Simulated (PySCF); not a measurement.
# Tl(SH)3: other functionals and bases at one geometry

Aim: see how levels, charges and forces of Tl(SH)3 depend on the level of theory. The structure is generated, not taken from experiment.

Computed with PySCF 2.14.0. Level: several levels, as the steps say, no spin–orbit coupling.

4 further runs of the same task are left out: 2 for a known fault of the program, 2 set aside as unsound or not needed.

### Step 1. Where the work starts

7 atoms, charge 0, spin multiplicity 1.

Bond lengths: Tl1–S2 2.478 Å, Tl1–S4 2.478 Å, Tl1–S6 2.478 Å, S2–H3 1.354 Å, S4–H5 1.354 Å, S6–H7 1.354 Å. Angles: S2–Tl1–S4 120.0°, S2–Tl1–S6 120.0°, S4–Tl1–S6 120.0°, Tl1–S2–H3 92.2°, Tl1–S4–H5 92.2°, Tl1–S6–H7 92.2°.

As a file:

```
Tl    0.0000    0.0000    0.5189
S     2.4225   -0.5195    0.5182
H     2.7568    0.7922    0.5214
S    -0.7614    2.3577    0.5182
H    -2.0644    1.9914    0.5214
S    -1.6611   -1.8382    0.5182
H    -0.6924   -2.7835    0.5214
```

Formal oxidation states: Tl +3. An earlier session relaxed this geometry at r2SCAN, Tl def2-SVP with ECP60, S def2-SVP, H def2-SVP (singlet, point group C3h).

At r2SCAN on the finer grid: E = -1368.579361 Eh, HOMO -6.48 eV, LUMO -3.39 eV, Mulliken charge on Tl1 +0.42 e, largest force component 0.022 eV/Å. 

Levels to run: revPBE; wB97X; BP86; M06-L; r2SCAN, TZVP; r2SCAN, x2c-SVP. Hardware: 2 threads of Intel Xeon 6975P-C (Granite Rapids), shared host.

### Step 2. revPBE

Input file run.py (the lines that set the calculation):

```python
mol = gto.M(atom='''
Tl     0.00000     0.00000     0.51886
S      2.42252    -0.51947     0.51817
H      2.75680     0.79215     0.52144
S     -0.76138     2.35770     0.51817
H     -2.06443     1.99138     0.52143
S     -1.66114    -1.83823     0.51817
H     -0.69237    -2.78353     0.52143''',
    basis={'Tl': 'def2-SVP', 'S': 'def2-SVP', 'H': 'def2-SVP'},
    ecp={'Tl': 'def2-SVP'},
    charge=0, spin=0)
mf = dft.RKS(mol, xc='PBE_R,PBE')
mf.grids.atom_grid = (75, 302)
mf = mf.density_fit()  # fitting sets: Tl def2-universal-JKFIT, S def2-universal-JKFIT, H def2-universal-JKFIT
mf.conv_tol = 1e-08; mf.max_cycle = 55
mf.kernel(dm0)  # dm0: the density of the relaxed state
```

The run is started by

```
OMP_NUM_THREADS=2 python run.py
```

### Step 3. wB97X

Edit run.py (the lines that set the calculation) of step 2 so:

```diff
@@ -11,3 +11,3 @@
     charge=0, spin=0)
-mf = dft.RKS(mol, xc='PBE_R,PBE')
+mf = dft.RKS(mol, xc='WB97X')
 mf.grids.atom_grid = (75, 302)
```

### Step 4. BP86

Edit run.py (the lines that set the calculation) of step 3 so:

```diff
@@ -11,3 +11,3 @@
     charge=0, spin=0)
-mf = dft.RKS(mol, xc='WB97X')
+mf = dft.RKS(mol, xc='B88,P86')
 mf.grids.atom_grid = (75, 302)
```

### Step 5. M06-L

Edit run.py (the lines that set the calculation) of step 4 so:

```diff
@@ -11,3 +11,3 @@
     charge=0, spin=0)
-mf = dft.RKS(mol, xc='B88,P86')
+mf = dft.RKS(mol, xc='M06L')
 mf.grids.atom_grid = (75, 302)
```

### Step 6. r2SCAN, TZVP

Basis: Tl def2-TZVP with ECP60, S def2-TZVP, H def2-TZVP. 

Edit run.py (the lines that set the calculation) of step 5 so:

```diff
@@ -8,6 +8,6 @@
 H     -0.69237    -2.78353     0.52143''',
-    basis={'Tl': 'def2-SVP', 'S': 'def2-SVP', 'H': 'def2-SVP'},
-    ecp={'Tl': 'def2-SVP'},
+    basis={'Tl': 'def2-TZVP', 'S': 'def2-TZVP', 'H': 'def2-TZVP'},
+    ecp={'Tl': 'def2-TZVP'},
     charge=0, spin=0)
-mf = dft.RKS(mol, xc='M06L')
+mf = dft.RKS(mol, xc='R2SCAN')
 mf.grids.atom_grid = (75, 302)
@@ -15,2 +15,2 @@
 mf.conv_tol = 1e-08; mf.max_cycle = 55
-mf.kernel(dm0)  # dm0: the density of the relaxed state
+mf.kernel(dm0)  # dm0: free metal ions and neutral atoms
```

### Step 7. r2SCAN, x2c-SVP

Basis: Tl x2c-SVPall, S x2c-SVPall, H x2c-SVPall. All electrons are treated, with the spin-free X2C Hamiltonian.

Input file run.py (the lines that set the calculation):

```python
mol = gto.M(atom='''
Tl     0.00000     0.00000     0.51886
S      2.42252    -0.51947     0.51817
H      2.75680     0.79215     0.52144
S     -0.76138     2.35770     0.51817
H     -2.06443     1.99138     0.52143
S     -1.66114    -1.83823     0.51817
H     -0.69237    -2.78353     0.52143''',
    basis={'Tl': 'x2c-SVPall', 'S': 'x2c-SVPall', 'H': 'x2c-SVPall'},
    nucmod='G',
    charge=0, spin=0)
mf = dft.RKS(mol, xc='R2SCAN')
mf.grids.atom_grid = (99, 590)
mf = mf.density_fit()  # fitting sets: Tl AutoAux, S AutoAux, H AutoAux
mf = mf.sfx2c1e()
mf.conv_tol = 1e-08; mf.max_cycle = 55
mf.kernel(dm0)  # dm0: free metal ions and neutral atoms
```

Q: Predict the outcome of this session. Wanted: for each run, HOMO; gap; charge on Tl1; dipole; largest force.

The runs gave:

| level | state | HOMO (eV) | gap (eV) | charge on Tl1 (e) | dipole (D) | largest force (eV/Å) | basis functions | time |
| --- | --- | --- | --- | --- | --- | --- | --- | --- |
| r2SCAN (relaxed here) | singlet | -6.48 | 3.09 | 0.42 | 0.01 | 0.02 | 95 | 25 s |
| revPBE | singlet | -6.10 | 2.76 | 0.36 | 0.01 | 0.40 | 95 | 4.2 s |
| wB97X | singlet | -9.77 | 9.03 | 0.44 | 0.01 | 0.46 | 95 | 4.7 s |
| BP86 | singlet | -6.22 | 2.70 | 0.32 | 0.01 | 0.34 | 95 | 4.4 s |
| M06-L | singlet | -6.40 | 3.09 | 0.62 | 0.01 | 0.22 | 95 | 5.8 s |
| r2SCAN, TZVP | singlet | -6.63 | 3.11 | 0.66 | 0.01 | 0.38 | 179 | 15 s |
| r2SCAN, x2c-SVP | singlet | -6.47 | 3.04 | 0.56 | 0.01 | 0.19 | 131 | 30 s |

Times are on 2 threads of Intel Xeon 6975P-C (Granite Rapids), shared host; the first row also made further properties.

In one basis the HOMO–LUMO gap runs from 2.70 eV (BP86) to 9.03 eV (wB97X). The largest leftover force, 0.46 eV/Å with wB97X, stands at a geometry relaxed at another level. The Mulliken charge on Tl spans +0.32 to +0.66 e over the levels. Total energies of different levels can't be compared. Spin–orbit coupling is left out throughout.
